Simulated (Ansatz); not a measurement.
# TeWS4: the cost of one run

Method: DFT PBE, scalar-relativistic, plane waves, PAW, in Ansatz 0.2.0.

1 further run of the same task is left out (set aside as unsound or not needed).

**1. The structure to begin with**

Symmetry: Cmmm, No. 65, orthorhombic system. The conventional cell has a = 8.472 Å, b = 8.780 Å, c = 3.827 Å, α = 90.00°, β = 90.00°, γ = 90.00°. Te (site symmetry mmm) has 6 S at 2.58 to 2.59 Å in its first shell of neighbours. W (site symmetry mmm) has 6 S at 2.50 to 2.63 Å in its first shell of neighbours. Around S (site symmetry m2m) lie 1 Te at 2.59 Å and 2 W at 2.63 Å. S (site symmetry 2mm) has 1 W at 2.50 Å and 2 Te at 2.58 Å in its first shell of neighbours.

Structure file:

```
CELL_PARAMETERS angstrom
4.23608 -4.39024 0.00000
4.23608 4.39024 0.00000
0.00000 0.00000 3.82665
ATOMIC_POSITIONS crystal
Te 0.50000 0.50000 0.50000
W 0.00000 0.00000 0.00000
S 0.79530 0.20470 0.50000
S 0.20470 0.79530 0.50000
S 0.70493 0.70493 0.00000
S 0.29507 0.29507 0.00000
```

The cell is invented: species swapped into a database cell of CrWO4 (Cmmm, No. 65), with Te on the Cr sites and S on the O sites. The dimensions are guesses.

**2. Probe: one point on a coarse mesh**

input.yaml reads:

```yaml
crystal:
  lattice:
    - [4.23607927, -4.39024379, 0.0]
    - [4.23607927, 4.39024379, 0.0]
    - [0.0, 0.0, 3.82664959]
  atoms:
    - { symbol: Te, position: [0.5, 0.5, 0.5] }
    - { symbol: W, position: [0.0, 0.0, 0.0] }
    - { symbol: S, position: [0.79530282, 0.20469718, 0.5] }
    - { symbol: S, position: [0.20469718, 0.79530282, 0.5] }
    - { symbol: S, position: [0.70493352, 0.70493352, 0.0] }
    - { symbol: S, position: [0.29506648, 0.29506648, 0.0] }
basis:
  ecutwfc: 420
kpoints:
  mp_grid: { grid: [4, 4, 4] }
hamiltonian:
  xc: pbe
scf:
  occupations: { method: gaussian, width: 0.1 }
  lower_state_search: "off"
output:
  forces: true
  stress: true
  eigenvalues: true
```

Run with:

```sh
> ansatz run input.yaml --threads 1 --pin off --max-ram 2560MiB --backend cpu --events-out ev --progress --plain --runs-dir out
```

**Question.** How long does this run take on 1 thread of Intel Xeon at 2.70GHz, shared host, and how much memory does it need?

About 5.5 s, with a peak of 0.45 GiB.
